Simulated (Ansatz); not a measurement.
Write a Python script for Ansatz 0.2.0, Python API that makes a ladder of methods at one geometry of ClFH₄Si₂Te, SMILES F[SiH]([TeH])[SiH2]Cl. Level of theory (for the species named): B3LYP, def2-SVP basis, multiplicity 1. The script varies functional: b3lyp, hse06, r2scan0, cam_b3lyp, r2scan, revpbe.

```xyz
9

F    -1.0600    0.0847    2.2672
Si   -0.2603    0.5741    0.8699
Te    2.1487    0.5631    1.3392
Si   -0.6167   -0.8609   -0.7753
Cl    0.3698   -0.3180   -2.5063
H    -0.6668    1.9417    0.4523
H     2.5372    1.0218   -0.2846
H    -2.0942   -0.8510   -1.0659
H    -0.2693   -2.2017   -0.3136
```

`clfh4si2te.py`
```python
"""ClFH4Si2Te at several levels of theory."""

from pathlib import Path

import ansatz as az
import numpy as np

GEOMETRY = """
F    -1.06000    0.08470    2.26720
Si   -0.26030    0.57410    0.86990
Te    2.14870    0.56310    1.33920
Si   -0.61670   -0.86090   -0.77530
Cl    0.36980   -0.31800   -2.50630
H    -0.66680    1.94170    0.45230
H     2.53720    1.02180   -0.28460
H    -2.09420   -0.85100   -1.06590
H    -0.26930   -2.20170   -0.31360
"""


def main() -> None:
    molecule = az.Crystal.molecule()
    for line in GEOMETRY.strip().splitlines():
        symbol, *xyz = line.split()
        molecule = molecule.atom(symbol, [float(v) for v in xyz])

    calculation = molecule.calculation().basis(gaussian="def2-SVP")

    print("functional    E (Ha)        dipole (D)   HOMO (eV)  LUMO (eV)")
    for name in ["b3lyp", "hse06", "r2scan0", "cam_b3lyp", "r2scan", "revpbe"]:
        summary = calculation.functional(name).forces().orbitals().run(threads=1, pin="off", runs_dir="runs").report
        lines = Path(summary["orbitals_path"]).read_text().splitlines()
        field_of = lambda key: [line.split("=")[1].strip() for line in lines if line.startswith(key)]
        orbitals = [(27.211386 * float(e), s, float(n)) for e, s, n in zip(field_of("Ene="), field_of("Spin="), field_of("Occup="))]
        homo = max(e for e, _, n in orbitals if n > 0.5)
        lumo = min(e for e, _, n in orbitals if n < 0.5)
        dipole = 4.803205 * np.linalg.norm(summary["charge_distribution"]["dipole_moment_e_ang"])
        print(f"{name:10s} {summary['free_energy_ev'] / 27.211386246:14.6f} {dipole:9.3f} {homo:11.3f} {lumo:10.3f}")


if __name__ == "__main__":
    main()
```

```console
$ python clfh4si2te.py
functional    E (Ha)        dipole (D)   HOMO (eV)  LUMO (eV)
b3lyp        -1409.282918     0.556      -6.400     -1.713
hse06        -1408.637893     0.598      -6.285     -2.009
r2scan0      -1409.076551     0.632      -6.869     -1.564
cam_b3lyp    -1409.131310     0.588      -7.824     -0.422
r2scan       -1409.127636     0.549      -5.902     -2.304
revpbe       -1408.943207     0.455      -5.543     -2.352
```

What to keep in mind:
- Total energies depend on the basis set; only differences at equal settings carry meaning.
- The geometry is a force-field or estimated start, not a minimum of this method, and the basis set is short of its limit. A lower total doesn't mark the better method: functionals have no common bound, and MP2 and coupled cluster aren't variational.
- def2 sets replace the cores of elements past krypton by effective core potentials.
- b3lyp holds the VWN-RPA fit, as in Gaussian; the form of ORCA and Turbomole is b3lyp5.
- Levels such as HOMO and LUMO are orbital energies: with these approximate functionals they aren't the ionisation energy and electron affinity, and their gap isn't the fundamental gap.
- hse06 follows the composition of plane-wave codes, whose totals differ by tens of mHa, up to about 0.1 Ha, from the form usual in Gaussian-basis programs (wpbeh).
- The whole script took 77 s on 1 thread of AMD EPYC 7R43 64-Core Processor (Zen 3) (shared host), peak memory 0.4 GiB.

(Lines on the test bed's own set-up are left out of the output.)
